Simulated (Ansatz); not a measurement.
**CH₁₀N₂Si₂: up Jacob's ladder to CCSD(T)**

How much do the methods differ for CH₁₀N₂Si₂? The plan is to run it at one geometry with functionals of several rungs and with coupled cluster. The yardstick is the atomisation energy at the CCSD(T) limit.

The runs use Ansatz 0.2.0, Gaussian basis; functionals in def2-TZVPP, the program's frozen cores in correlated methods.

Plan: PBE-D4, r2SCAN-D4, PBE0-D4, B3LYP-D4, ωB97X-V, ωB97M-V, B2PLYP; CCSD(T)/def2-TZVPP; MP2/def2-QZVPP; extrapolation to the limit.

## Step 1: The geometry

An earlier PBE0-D4 in a triple-zeta def2 set relaxation fixed the geometry.

SMILES `N[SiH2]C(N)[SiH3]`, 15 atoms, charge 0, spin multiplicity 1.

Atoms are counted from 1 here; the program's logs count them from 0.

Bond lengths: N1–Si2 1.716 Å, N1–H6 1.008 Å, N1–H7 1.007 Å, Si2–C3 1.886 Å, Si2–H8 1.488 Å, Si2–H9 1.491 Å, C3–N4 1.477 Å, C3–Si5 1.885 Å, C3–H10 1.098 Å, N4–H11 1.014 Å, N4–H12 1.014 Å, Si5–H13 1.491 Å, Si5–H14 1.490 Å, Si5–H15 1.490 Å. Angles: Si2–N1–H6 118.9°, Si2–N1–H7 119.4°, H6–N1–H7 110.9°, N1–Si2–C3 115.4°, N1–Si2–H8 107.2°, N1–Si2–H9 108.9°, C3–Si2–H8 109.6°, C3–Si2–H9 105.4°, H8–Si2–H9 110.3°, Si2–C3–N4 106.7°, Si2–C3–Si5 114.9°, Si2–C3–H10 105.0°, N4–C3–Si5 113.4°, N4–C3–H10 108.3°, Si5–C3–H10 108.1°, C3–N4–H11 110.3°, C3–N4–H12 111.4°, H11–N4–H12 106.6° and more.

Coordinates:

```
N    -0.9720    1.8973    1.6001
Si   -0.9652    0.3340    0.8926
C     0.2938    0.0770   -0.4873
N     1.6303    0.2324    0.1225
Si    0.0940   -1.5289   -1.4537
H    -0.1075    2.2736    1.9569
H    -1.5368    2.6227    1.1893
H    -2.3354    0.0797    0.3718
H    -0.6157   -0.6674    1.9399
H     0.1319    0.9142   -1.1791
H     1.8001   -0.5105    0.7914
H     2.3641    0.1693   -0.5740
H     1.2095   -1.6503   -2.4361
H     0.1881   -2.6857   -0.5192
H    -1.2008   -1.6084   -2.1858
```

## Step 2: PBE-D4 (GGA)

The input, in.yaml:

```yaml
crystal:
  periodic: [false, false, false]
  atoms:
    - {symbol: N, position_ang: [-0.971998, 1.897275, 1.600125]}
    - {symbol: Si, position_ang: [-0.965220, 0.333997, 0.892556]}
    - {symbol: C, position_ang: [0.293807, 0.077012, -0.487290]}
    - {symbol: N, position_ang: [1.630270, 0.232355, 0.122526]}
    - {symbol: Si, position_ang: [0.093964, -1.528856, -1.453651]}
    - {symbol: H, position_ang: [-0.107484, 2.273598, 1.956903]}
    - {symbol: H, position_ang: [-1.536843, 2.622742, 1.189347]}
    - {symbol: H, position_ang: [-2.335390, 0.079747, 0.371819]}
    - {symbol: H, position_ang: [-0.615739, -0.667396, 1.939900]}
    - {symbol: H, position_ang: [0.131906, 0.914195, -1.179114]}
    - {symbol: H, position_ang: [1.800075, -0.510541, 0.791361]}
    - {symbol: H, position_ang: [2.364143, 0.169330, -0.574049]}
    - {symbol: H, position_ang: [1.209474, -1.650311, -2.436100]}
    - {symbol: H, position_ang: [0.188077, -2.685697, -0.519192]}
    - {symbol: H, position_ang: [-1.200840, -1.608352, -2.185841]}
basis:
  gaussian: {orbitals: def2-TZVPP}
hamiltonian: {xc: pbe, dispersion: d4}
output: {forces: true, orbitals: {seedname: orbitals}}
```

Command:

```bash
$ ansatz run in.yaml --threads 2 --pin off --events-out ev --progress --plain --max-ram 32768MiB --backend cuda --devices 0, --max-vram 18GiB
```

After this run come: r2SCAN-D4 (meta-GGA); PBE0-D4 (hybrid); B3LYP-D4 (hybrid); ωB97X-V (range-separated); ωB97M-V (range-separated); B2PLYP (double hybrid); CCSD(T) in def2-TZVPP; MP2 in def2-QZVPP.

**Question.** What will the summary of the whole plan be? Wanted: atomisation energy, CCSD(T)/CBS; farthest; mean size of error, hybrid; mean size of error, range-separated; gap, smallest and largest; T1 diagnostic; triples share of the correlation energy.

As calculated:

| quantity | value |
| --- | --- |
| atomisation energy, CCSD(T)/CBS | 51.823 eV |
| functionals within 0.259 eV (0.5 %) | B3LYP-D4, ωB97M-V |
| farthest | B2PLYP (-0.694 eV) |
| mean size of error, hybrid | 0.231 eV |
| mean size of error, range-separated | 0.250 eV |
| gap, smallest and largest | 4.76 eV (PBE-D4), 11.21 eV (ωB97X-V) |
| T1 diagnostic | 0.0110 |
| triples share of the correlation energy | 3.7 % |

In words: PBE-D4 misses by +0.316 eV. Double hybrids carry the basis error of their MP2 part in triple zeta, and no dispersion term here, so their miss is partly the set-up's. Misses under about 0.259 eV are within the doubt on the reference itself, which lacks core-valence correlation, relativity and higher excitations. Hartree-Fock recovers 71 % of the binding; the rest is correlation. Orbital gaps span 4.8 to 11.2 eV; exact exchange widens them.
